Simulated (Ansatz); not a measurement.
# C2H6AlCl: the cost of one run

Program: Ansatz 0.2.0. Level of theory: RKS CAM-B3LYP-D4/def2-SVP. These are calculated values, not measurements.

## (1) Starting point

Bond lengths: C1–Al2 1.994 Å, Al2–C3 1.993 Å, Al2–Cl4 2.038 Å, C1–H5 1.095 Å, C1–H6 1.093 Å, C1–H7 1.093 Å, C3–H8 1.095 Å, C3–H9 1.092 Å, C3–H10 1.095 Å. Angles (14 of 15 angles, heavy atoms first): C1–Al2–C3 124.2°, C1–Al2–Cl4 118.3°, C3–Al2–Cl4 117.5°, Al2–C1–H5 111.9°, Al2–C1–H6 112.3°, Al2–C1–H7 112.2°, Al2–C3–H8 111.7°, Al2–C3–H9 112.9°, Al2–C3–H10 111.6°, H5–C1–H6 107.1°, H5–C1–H7 107.1°, H6–C1–H7 105.9°, H8–C3–H9 107.2°, H8–C3–H10 105.8°.

Coordinates:

```xyz
10

C    -0.5269    1.3795   -1.0063
Al   -0.2721   -0.4845   -0.3465
C     0.7525   -0.9622    1.2943
Cl   -1.1070   -2.0094   -1.4105
H    -1.1314    1.4102   -1.9192
H    -1.0241    2.0161   -0.2696
H     0.4233    1.8705   -1.2338
H     0.1297   -1.4970    2.0192
H     1.1670   -0.0914    1.8056
H     1.5889   -1.6318    1.0670
```

## (2) Relaxing end A

Contents of input.yaml:

```yaml
crystal:
  periodic: [false, false, false]
  atoms:
    - { symbol: C, position_ang: [-0.52691, 1.37951, -1.00626] }
    - { symbol: Al, position_ang: [-0.27206, -0.48451, -0.34654] }
    - { symbol: C, position_ang: [0.75247, -0.9622, 1.29428] }
    - { symbol: Cl, position_ang: [-1.10696, -2.00936, -1.41055] }
    - { symbol: H, position_ang: [-1.13136, 1.41022, -1.91919] }
    - { symbol: H, position_ang: [-1.02415, 2.01607, -0.2696] }
    - { symbol: H, position_ang: [0.4233, 1.87046, -1.23384] }
    - { symbol: H, position_ang: [0.12974, -1.49699, 2.01917] }
    - { symbol: H, position_ang: [1.16705, -0.0914, 1.80558] }
    - { symbol: H, position_ang: [1.58888, -1.63181, 1.06696] }
basis:
  gaussian: { orbitals: def2-SVP }
hamiltonian:
  xc: cam_b3lyp
  dispersion: d4
relax:
  f_tol: 0.02
  max_steps: 50
output:
  orbitals: {}
```

Command:

```
> ansatz run input.yaml --threads 2 --pin off --max-ram 3072MiB --backend cpu --events-out ev --progress --plain --runs-dir out
```

**Question.** How long does this run take on 2 threads of Intel Xeon Platinum 8375C at 2.90GHz (Ice Lake), shared host, and how much memory does it need?

About 10 s, with a peak of 0.24 GiB.
